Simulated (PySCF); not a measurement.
# A diatomic session: TeC−

The task here is to estimate one member of a computed series from the others.

Program: PySCF 2.14.0. Level of theory: Te def2-SVPD with ECP28, C def2-SVPD, scalar-relativistic core potentials. These are calculated values, not measurements.

Set-up of the first run:

The job is set up so:

| Property | Result |
| --- | --- |
| atoms | Te, C |
| charge | -1 |
| basis | Te def2-SVPD with ECP28, C def2-SVPD |
| Hamiltonian | scalar-relativistic core potentials |
| basis functions | 55 |
| electrons treated | 31 |
| masses in u | 129.9062, 12.0000 |
| levels | PBE0, PBE, r²SCAN, BP86, B2PLYP, MN15, HF, MP2, SCS-MP2, CCSD, CCSD(T) |
| grid | 80 radial by 434 angular points |
| occupations | held fixed by the projection of orbital angular momentum |
| dissociation limit | Te− + C, each in its ground configuration |
| starting distance in angstrom | 2.130 |
| values of 2S to try | 1, 3 |

Run with:

```bash
$ OMP_NUM_THREADS=1 python dia.py task.json out
```

Among the steps run: The job; PBE0 along the bond; Other states along the same grid; PBE (GGA); r²SCAN (meta-GGA); BP86 (GGA); B2PLYP (double hybrid); MN15 (hybrid meta-GGA); ROHF; MP2 and coupled cluster.

One table of the session follows, with a row left open; its other results are not shown here.

Energy (eV) from each level's lowest point:

```
R (Å)   ROHF  ROHF-MP2  ROHF-SCS-MP2  ROHF-CCSD  ROHF-CCSD(T)
1.732  1.357     1.057         1.110        n/a           n/a
1.813  0.635     0.440         0.477      0.572         0.598
1.893  0.224     0.117         0.139      0.192         0.209
1.954  0.064     0.014         0.025      0.051         0.060
2.014  0.000     0.000         0.000      0.000         0.000
2.074  0.009     0.054         0.043      0.017         0.008
2.155      ?         ?             ?          ?             ?
2.256  0.313     0.476         0.430      0.327         0.287
2.377  0.642     0.876         0.802      0.645         0.585
2.538  1.139     1.454         1.341        n/a           n/a
```

Q: Estimate the row for R (Å) = 2.155 from the others.

Worked estimate for «ROHF». A straight line through the neighbours (2.074, 0.009) and (2.256, 0.313) gives 0.009 + (0.313 − 0.009) × (2.155 − 2.074) / (2.256 − 2.074) = 0.144; a parabola fitted to 4 rows on both sides gives 0.114.

**Answer.** ROHF: 0.103; ROHF-MP2: 0.204; ROHF-SCS-MP2: 0.177; ROHF-CCSD: 0.118; ROHF-CCSD(T): 0.095. In «ROHF» the line misses by +0.041 and the parabola by +0.011.
